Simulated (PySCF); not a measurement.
**C2H8AlGaO: electronic structure in real space**

For C2H8AlGaO, the scripts below compute its lowest excited states, localise its valence orbitals and measure its response to a uniform field.

Computed with PySCF 2.14.0. Level: levels as typed in each script, gas phase, geometry from GFN2-xTB.

### 1 Where the work starts

SMILES `C[CH2][AlH][O][GaH2]`, 13 atoms, charge 0, spin multiplicity 1.

Bond lengths: C1–C2 1.533 Å, C1–H6 1.089 Å, C1–H7 1.089 Å, C1–H8 1.090 Å, C2–Al3 1.999 Å, C2–H9 1.100 Å, C2–H10 1.100 Å, Al3–O4 1.686 Å, Al3–H11 1.537 Å, O4–Ga5 1.753 Å, Ga5–H12 1.555 Å, Ga5–H13 1.553 Å. Angles: C2–C1–H6 110.6°, C2–C1–H7 110.6°, C2–C1–H8 111.7°, H6–C1–H7 107.3°, H6–C1–H8 108.2°, H7–C1–H8 108.3°, C1–C2–Al3 108.7°, C1–C2–H9 109.4°, C1–C2–H10 109.3°, Al3–C2–H9 112.2°, Al3–C2–H10 112.2°, H9–C2–H10 104.9°, C2–Al3–O4 123.7°, C2–Al3–H11 123.2°, O4–Al3–H11 113.1°, Al3–O4–Ga5 179.6°, O4–Ga5–H12 117.2°, O4–Ga5–H13 118.4° and more.

As a file:

```
C    -4.0173   -0.0756   -0.0166
C    -2.6552   -0.7779    0.0360
Al   -1.2164    0.6094   -0.0065
O     0.4307    0.2491    0.0022
Ga    2.1439   -0.1222   -0.0009
H    -4.1279    0.6103    0.8221
H    -4.1109    0.5107   -0.9295
H    -4.8403   -0.7902    0.0162
H    -2.5769   -1.4843   -0.8030
H    -2.6032   -1.4032    0.9390
H    -1.5028    2.1189   -0.0547
H     2.5480   -1.6142   -0.1662
H     3.1544    1.0468    0.1560
```

### 2 Excited states (wB97X/def2-svp)

File input.py:

```python
import numpy as np
from pyscf import gto, scf, dft, tdscf
from pyscf.scf import atom_ks, atom_hf
from scipy.linalg import block_diag

def solve(mol, dm0=None, hcore=None):
    mf = (dft.UKS if mol.spin else dft.RKS)(mol, xc='wb97x')
    mf.grids.level = 3
    mf = mf.density_fit(auxbasis='def2-universal-jkfit')
    mf.conv_tol, mf.max_cycle = 1e-8, 80
    if hcore is not None:
        mf.get_hcore = lambda *args: hcore
    mf.kernel(dm0)
    if not mf.converged:
        mf = mf.newton().run(mf.mo_coeff, mf.mo_occ, max_cycle=30)
    assert mf.converged, 'SCF not converged'
    return mf

mol = gto.M(atom='''
C     -4.01734    -0.07560    -0.01662
C     -2.65524    -0.77789     0.03599
Al    -1.21636     0.60944    -0.00651
O      0.43074     0.24909     0.00222
Ga     2.14393    -0.12224    -0.00094
H     -4.12790     0.61035     0.82206
H     -4.11088     0.51073    -0.92949
H     -4.84028    -0.79015     0.01618
H     -2.57686    -1.48425    -0.80296
H     -2.60323    -1.40321     0.93898
H     -1.50283     2.11890    -0.05473
H      2.54804    -1.61420    -0.16616
H      3.15437     1.04681     0.15603
''', basis='def2-svp', charge=0, spin=0, verbose=4)
mf = solve(mol)
td = mf.TDDFT()
td.nstates, td.singlet, td.conv_tol = 4, False, 1e-5
td.kernel()
td.analyze()
x, y = np.array([p[0] for p in td.xy]), np.array([p[1] + 0 * p[0] for p in td.xy])
f, mu = np.zeros(len(td.e)), np.zeros((len(td.e), 3))
nto = [td.get_nto(state=i + 1, verbose=4) for i in range(len(td.e))]
# spherically averaged free atoms, for the promolecule
atm = atom_ks.get_atm_nrks(mol, xc='wb97x')
pro = block_diag(*[(atm[a[0]][2] * atm[a[0]][3]) @ atm[a[0]][2].T for a in mol._atom])
np.savez('result.npz', e=td.e, f=f, ok=td.converged, w=[n[0] for n in nto], nto=[n[1] for n in nto], x=x, y=y, c=mf.mo_coeff, occ=mf.mo_occ, eps=mf.mo_energy, pro=pro, mu=mu)
```

Launch:

```sh
$ OMP_NUM_THREADS=1 python input.py
```

### 4 Localised orbitals (PBE0/def2-tzvp)

File input.py:

```python
import numpy as np
from pyscf import gto, scf, dft, lo
from pyscf.data.elements import chemcore

def solve(mol, dm0=None, hcore=None):
    mf = (dft.UKS if mol.spin else dft.RKS)(mol, xc='pbe0')
    mf.grids.level = 3
    mf = mf.density_fit(auxbasis='def2-universal-jkfit')
    mf.conv_tol, mf.max_cycle = 1e-8, 80
    if hcore is not None:
        mf.get_hcore = lambda *args: hcore
    mf.kernel(dm0)
    if not mf.converged:
        mf = mf.newton().run(mf.mo_coeff, mf.mo_occ, max_cycle=30)
    assert mf.converged, 'SCF not converged'
    return mf

mol = gto.M(atom='''
C     -4.01734    -0.07560    -0.01662
C     -2.65524    -0.77789     0.03599
Al    -1.21636     0.60944    -0.00651
O      0.43074     0.24909     0.00222
Ga     2.14393    -0.12224    -0.00094
H     -4.12790     0.61035     0.82206
H     -4.11088     0.51073    -0.92949
H     -4.84028    -0.79015     0.01618
H     -2.57686    -1.48425    -0.80296
H     -2.60323    -1.40321     0.93898
H     -1.50283     2.11890    -0.05473
H      2.54804    -1.61420    -0.16616
H      3.15437     1.04681     0.15603
''', basis='def2-tzvp', charge=0, spin=0, verbose=4)
mf = solve(mol)
occ_all = mf.mo_coeff[:, mf.mo_occ > 0]
occ = occ_all[:, chemcore(mol):]
loc = lo.ibo.ibo(mol, occ, iaos=lo.iao.iao(mol, occ_all))
fock, s = mf.get_fock(), mf.get_ovlp()
ortho = lo.orth_ao(mol, 'meta_lowdin')
ortho = lo.vec_lowdin(lo.iao.iao(mol, occ_all), s)
labels = lo.iao.reference_mol(mol).ao_labels(fmt=None)
vir = lo.vvo.livvo(mol, occ_all, mf.mo_coeff[:, mf.mo_occ == 0])
both = np.hstack([loc, vir])
p = (ortho.T @ s @ both) ** 2
pop = np.array([p[[l[0] == a for l in labels]].sum(0) for a in range(mol.natm)])
spd = np.array([[p[[l[0] == a and l[2][-1] == k for l in labels]].sum(0) for k in 'spd'] for a in range(mol.natm)])
eps = np.einsum('pi,pq,qi->i', both, fock, both)
for i in np.argsort(eps):
    top = np.argsort(-pop[:, i])[:3]
    print('%3d %s %9.4f Eh ' % (i + 1, 'occ' if i < loc.shape[1] else 'vir', eps[i]), '  '.join('%s%d %.3f' % (mol.atom_symbol(a), a + 1, pop[a, i]) for a in top))
np.savez('result.npz', c=both, nocc=loc.shape[1], pop=pop, spd=spd, eps=eps, e=mf.e_tot)
```

### 6 Response to an electric field (HF/def2-svpd)

File input.py:

```python
import numpy as np
from pyscf import gto, scf, dft
from pyscf.scf import atom_ks, atom_hf
from scipy.linalg import block_diag

def solve(mol, dm0=None, hcore=None):
    mf = scf.UHF(mol) if mol.spin else scf.RHF(mol)
    mf = mf.density_fit(auxbasis='def2-universal-jkfit')
    mf.conv_tol, mf.max_cycle = 1e-8, 80
    if hcore is not None:
        mf.get_hcore = lambda *args: hcore
    mf.kernel(dm0)
    if not mf.converged:
        mf = mf.newton().run(mf.mo_coeff, mf.mo_occ, max_cycle=30)
    assert mf.converged, 'SCF not converged'
    return mf

mol = gto.M(atom='''
C     -4.01734    -0.07560    -0.01662
C     -2.65524    -0.77789     0.03599
Al    -1.21636     0.60944    -0.00651
O      0.43074     0.24909     0.00222
Ga     2.14393    -0.12224    -0.00094
H     -4.12790     0.61035     0.82206
H     -4.11088     0.51073    -0.92949
H     -4.84028    -0.79015     0.01618
H     -2.57686    -1.48425    -0.80296
H     -2.60323    -1.40321     0.93898
H     -1.50283     2.11890    -0.05473
H      2.54804    -1.61420    -0.16616
H      3.15437     1.04681     0.15603
''', basis='def2-svpd', charge=0, spin=0, verbose=4)
field = np.array([0.0, 0.002, 0.0])  # atomic units
mol.set_common_orig(mol.atom_charges() @ mol.atom_coords() / mol.atom_charges().sum())
mf = solve(mol)
out = dict(dm0=mf.make_rdm1(), d0=mf.dip_moment(unit='AU'), e0=mf.e_tot)
for name, sign in (('p', 1), ('m', -1)):
    h = mf.get_hcore() + sign * np.einsum('x,xij->ij', field, mol.intor('int1e_r'))
    mi = solve(mol, mf.make_rdm1(), h)
    out.update({'dm' + name: mi.make_rdm1(), 'd' + name: mi.dip_moment(unit='AU'), 'e' + name: mi.e_tot})
# spherically averaged free atoms, for the promolecule
atm = scf.atom_hf.get_atm_nrhf(mol)
pro = block_diag(*[(atm[a[0]][2] * atm[a[0]][3]) @ atm[a[0]][2].T for a in mol._atom])
np.savez('result.npz', pro=pro, **out)
```

(Steps that only read results are left out.)

Q: Predict the outcome of this session. Wanted: lowest triplet excitation; polarisability along the field.

As calculated:

| quantity | value |
| --- | --- |
| lowest triplet excitation (wB97X/def2-svp) | 5.03 eV |
| localised occupied orbitals above −45 eV (PBE0/def2-tzvp) | 19 |
| polarisability along the field (HF/def2-svpd) | 74.1 bohr³ |

In words: The geometry was not optimised at these levels.
